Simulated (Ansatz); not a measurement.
# CHGaP: the cost of one run

The runs use Ansatz 0.2.0, Gaussian basis; the settings change from run to run.

20 further runs of the same task are left out: 2 for a known fault of the program, 8 that didn't finish, 10 set aside as unsound or not needed. Runs told in other sessions of the task aren't counted.

### 1 What is computed

The geometry is a PBE0/def2-TZVP stationary point (not a proven minimum) with its atoms shifted at random (size 0.040 Å). No spin-orbit coupling is included. The filled d shell of Ga may be among the frozen orbitals whatever the setting's name suggests.

4 atoms, charge 0, spin multiplicity 2.

Atoms are counted from 1 here; the program's logs count them from 0.

Bond lengths: C1–P2 1.619 Å, C1–Ga3 2.081 Å, P2–H4 1.441 Å. Angles: P2–C1–Ga3 159.9°, C1–P2–H4 99.3°.

### 2 CISD/6-31G*

Input file in.yaml:

```yaml
crystal:
  periodic: [false, false, false]
  atoms:
    - {symbol: C, position_ang: [0.002356, 0.091516, -0.408349]}
    - {symbol: P, position_ang: [0.001504, 0.438464, 1.173102]}
    - {symbol: Ga, position_ang: [0.049469, 0.369816, -2.470046]}
    - {symbol: H, position_ang: [-0.053329, -0.899796, 1.705294]}
basis:
  gaussian: {orbitals: "6-31G*", point_charges: [{charge: 1.00, position_ang: [2.886, 0.203, -0.833]}]}
magnetization: {spin_polarized: false, initial_magnetization: 1}
correlation: {active_space: {ras: {orbitals: [6, 1, 44], electrons: 13, max_holes: 2, max_particles: 2}, fixed_orbitals: true}}
scf: {lower_state_search: light}
output: {forces: true}
```

Launch:

```console
$ ansatz run in.yaml --threads 1 --pin off --events-out ev --progress --plain --max-ram 2393MiB
```

What time and memory should one allow on 1 thread of Arm Neoverse V1, shared host?

About 25 s, with a peak of 0.41 GiB.
